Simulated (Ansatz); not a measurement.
# CH6GeS2: up Jacob's ladder to CCSD(T)

One table from this session's results is given with a row withheld; the runs are named, their logs left out.

Program: Ansatz 0.2.0, Gaussian basis. Level of theory: functionals in def2-TZVPP, the program's frozen cores in correlated methods. These are calculated values, not measurements.

The runs, in order: LDA (SPW92), PBE-D4, revPBE-D4, BLYP-D4, r2SCAN-D4, B97M-V, PBE0-D4, B3LYP-D4, r2SCANh-D4, r2SCAN0-D4, HSE06-D4, BHLYP-D4, CAM-B3LYP-D4, LC-ωPBE, ωB97X-V, ωB97M-V, B2PLYP, PBE-QIDH; CCSD(T)/def2-SVP; CCSD(T)/def2-TZVPP; MP2/def2-QZVPP; extrapolation to the limit; RPA on PBE.

## The geometry

All runs share one geometry, relaxed beforehand with PBE0-D4 in a triple-zeta def2 set.

SMILES `CS[S][GeH3]`, 10 atoms, charge 0, spin multiplicity 1.

Atoms are counted from 1 here; the program's logs count them from 0.

Bond lengths: C1–S2 1.801 Å, C1–H5 1.089 Å, C1–H6 1.093 Å, C1–H7 1.090 Å, S2–S3 2.052 Å, S3–Ge4 2.233 Å, Ge4–H8 1.538 Å, Ge4–H9 1.534 Å, Ge4–H10 1.537 Å. Angles: S2–C1–H5 110.8°, S2–C1–H6 106.0°, S2–C1–H7 111.1°, H5–C1–H6 109.4°, H5–C1–H7 110.3°, H6–C1–H7 109.2°, C1–S2–S3 102.3°, S2–S3–Ge4 99.0°, S3–Ge4–H8 106.8°, S3–Ge4–H9 109.2°, S3–Ge4–H10 108.8°, H8–Ge4–H9 111.1°, H8–Ge4–H10 110.6°, H9–Ge4–H10 110.3°.

Set-up of the first run:

File in.yaml:

```yaml
crystal:
  periodic: [false, false, false]
  atoms:
    - {symbol: C, position_ang: [-0.353156, 1.530653, -1.176463]}
    - {symbol: S, position_ang: [0.482276, 1.519977, 0.418773]}
    - {symbol: S, position_ang: [1.649938, -0.161993, 0.288442]}
    - {symbol: Ge, position_ang: [0.205122, -1.654352, 1.107373]}
    - {symbol: H, position_ang: [0.368930, 1.589502, -1.989955]}
    - {symbol: H, position_ang: [-0.979864, 2.425737, -1.182349]}
    - {symbol: H, position_ang: [-0.985275, 0.650555, -1.294273]}
    - {symbol: H, position_ang: [0.882683, -3.030931, 1.003618]}
    - {symbol: H, position_ang: [-0.110352, -1.301510, 2.566575]}
    - {symbol: H, position_ang: [-1.077202, -1.618739, 0.261261]}
basis:
  gaussian: {orbitals: def2-TZVPP}
hamiltonian: {xc: lda}
output: {orbitals: {seedname: orbitals}}
```

Among the steps run: LDA; PBE-D4 (GGA); revPBE-D4 (GGA); BLYP-D4 (GGA); r2SCAN-D4 (meta-GGA); B97M-V (meta-GGA); PBE0-D4 (hybrid); B3LYP-D4 (hybrid); r2SCANh-D4 (hybrid); r2SCAN0-D4 (hybrid); HSE06-D4 (hybrid); BHLYP-D4 (hybrid); CAM-B3LYP-D4 (range-separated); LC-ωPBE (range-separated); ωB97X-V (range-separated); ωB97M-V (range-separated); B2PLYP (double hybrid); PBE-QIDH (double hybrid).

One table of the session follows, with a row left open; its other results are not shown here.

It belongs to the step «Orbital energies across the functionals». 

```
  functional  HOMO (eV)  gap (eV)
 LDA (SPW92)      -5.62      3.78
      PBE-D4      -5.51      3.88
   revPBE-D4      -5.47      3.92
     BLYP-D4      -5.36      3.87
   r2SCAN-D4          ?         ?
      B97M-V      -5.86      4.49
     PBE0-D4      -6.67      6.02
    B3LYP-D4      -6.45      5.58
  r2SCANh-D4      -6.17      5.09
  r2SCAN0-D4      -6.82      6.27
    HSE06-D4      -6.27      5.24
    BHLYP-D4      -7.70      8.15
CAM-B3LYP-D4      -7.94      8.45
     LC-ωPBE      -9.28     10.98
     ωB97X-V      -8.95     10.52
     ωB97M-V      -8.78     10.19
```

Q: Estimate the row for r2SCAN-D4 from the others.

Worked estimate for «HOMO (eV)». Against the share of exact exchange, r2SCANh-D4 (0.1, -6.17), r2SCAN0-D4 (0.25, -6.82) give a slope of -4.33 per unit share; at 0 the line stands at -5.74.

As computed: HOMO (eV): -5.74; gap (eV): 4.31. In «HOMO (eV)» the line misses by 0.00.
